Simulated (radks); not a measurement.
# Sr²⁺ in [Ar] 3d10 4s1 4p6 4d1: an all-electron calculation

One table from this session's results is given with a row withheld; the runs are named, their logs left out.

Method: scalar-relativistic Kohn-Sham, BLYP, spin-polarised, spherical densities, finite nucleus; open shells are filled with parallel spins first. Code: radks (a radial shooting solver on a logarithmic mesh, Libxc functionals) version 1.

## Starting point

- element: strontium (Z = 38)
- charge: +2
- electrons: 36
- configuration: [Ar] 3d10 4s1 4p6 4d1
- nuclear rms radius: 4.224 fm

The outer shells:

Sr²⁺
```
[Ar] core
3d [↑↓][↑↓][↑↓][↑↓][↑↓]
4s [↑ ]
4p [↑↓][↑↓][↑↓]
4d [↑ ][  ][  ][  ][  ]
```

The first run:

The run's settings:

```text
Z 38
configuration [Ar] 3d10 4s1 4p6 4d1
relativity scalar-relativistic
functional b88,lyp
spin polarised
nucleus finite rms 4.224 fm
c 137.035999084
```

Started as:

```console
$ python run_ks.py task.json out
```

The same process makes all the runs of this session.

One table of the session follows, with a row left open; its other results are not shown here.

It belongs to the step «Shells». From the orbitals of this run (lengths in bohr):

```
  level      <r>  outermost maximum (interpolated)  90 % within  nodes
  1s up  0.03916                            0.0255       0.0701      0
1s down  0.03916                            0.0255       0.0701      0
  2s up   0.1725                             0.145        0.267      1
2s down   0.1725                             0.145        0.267      1
  2p up   0.1504                             0.116        0.245      0
2p down   0.1504                             0.116        0.245      0
  3s up   0.4921                             0.436        0.730      2
3s down   0.4920                             0.436        0.730      2
  3p up   0.4984                             0.431        0.757      1
3p down   0.4982                             0.431        0.757      1
  3d up   0.4979                             0.376        0.807      0
3d down   0.4972                             0.376        0.805      0
  4s up    1.332                              1.18         1.95      3
4s down    1.333                              1.18         1.95      3
  4p up    1.513                              1.30         2.25      2
4p down    1.521                              1.30         2.27      2
  4d up    2.275                              1.80         3.56      1
4d down        ?                                 ?            ?      ?
```

**Question.** Estimate the row for 4d down.

The run gave: <r>: 2.363; outermost maximum (interpolated): 1.84; 90 % within: 3.72; nodes: 1. In the column «<r>» it is the highest.
